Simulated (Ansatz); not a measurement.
# Ag: strong compression

An exercise on one series of results from a longer session: the logs are not shown, and one member is left open.

Program: Ansatz 0.2.0. Level of theory: DFT r²SCAN, with the methods named in each step. These are calculated values, not measurements.

## Starting point

Symmetry: Fm-3m, No. 225, cubic system. The conventional cell has a = 4.086 Å, b = 4.086 Å, c = 4.086 Å, α = 90.00°, β = 90.00°, γ = 90.00°. Ag (site symmetry m-3m) is surrounded by 12 Ag at 2.89 Å.

As a file:

```xyz
1
Lattice="0.0000 2.0428 2.0428 2.0428 0.0000 2.0428 2.0428 2.0428 0.0000" Properties=species:S:1:pos:R:3 pbc="T T T"
Ag    0.0000    0.0000    0.0000
```

Whether this phase is the stable one at these pressures isn't tested.

The first run:

File input.yaml:

```yaml
crystal:
  lattice:
    - [0.0, 2.0428264039, 2.0428264039]
    - [2.0428264039, 0.0, 2.0428264039]
    - [2.0428264039, 2.0428264039, 0.0]
  atoms:
    - { symbol: Ag, position: [0.0, 0.0, 0.0] }
kpoints:
  mp_grid: { grid: [18, 18, 18] }
scf:
  occupations: { method: fermi_dirac, width: 0.1 }
hamiltonian:
  xc: r2scan
  pseudopotentials: { kind: paw }
output:
  forces: true
  stress: true
  write_density: true
  write_potential: true
  elf: true
  volumetric_format: npy
relax:
  f_tol: 0.005
  max_steps: 40
  cell: {}
```

Command:

```sh
ansatz run input.yaml --threads 1 --pin off --max-ram 2048MiB --backend cpu --events-out ev --progress --plain --runs-dir out
```

Steps of the session up to this table: Cell relaxed at zero pressure, PAW; Volume scaled by 1, PAW; Volume scaled by 0.94, PAW; Volume scaled by 0.88, PAW; Volume scaled by 0.88, PAW (cutoff 600 eV); Volume scaled by 0.8, PAW; Volume scaled by 0.72, PAW; Volume scaled by 0.64, PAW; Volume scaled by 0.55, PAW; Volume scaled by 0.45, PAW; Volume scaled by 0.45, PAW (source ansatz).

One table of the session follows, with a row left open; its other results are not shown here.

```
             method  volume over the first  volume (Å³/atom)  pressure (GPa)
                PAW                      1            17.291           -0.03
                PAW                   0.94            16.254            7.61
                PAW                   0.88            15.216           19.03
                PAW                    0.8            13.833           43.50
                PAW                   0.72            12.450           85.90
                PAW                   0.64                 ?               ?
                PAW                   0.55             9.510          325.82
                PAW                   0.45             7.781          736.69
PAW (cutoff 600 eV)                   0.88            15.216           19.02
PAW (source ansatz)                   0.45             7.781          740.98
```

Estimate the missing values for PAW, 0.64.

**Answer.** volume (Å³/atom): 11.066; pressure (GPa): 161.42. In the column «volume (Å³/atom)» it lies between PAW, 0.55 (9.510) and PAW, 0.72 (12.450).
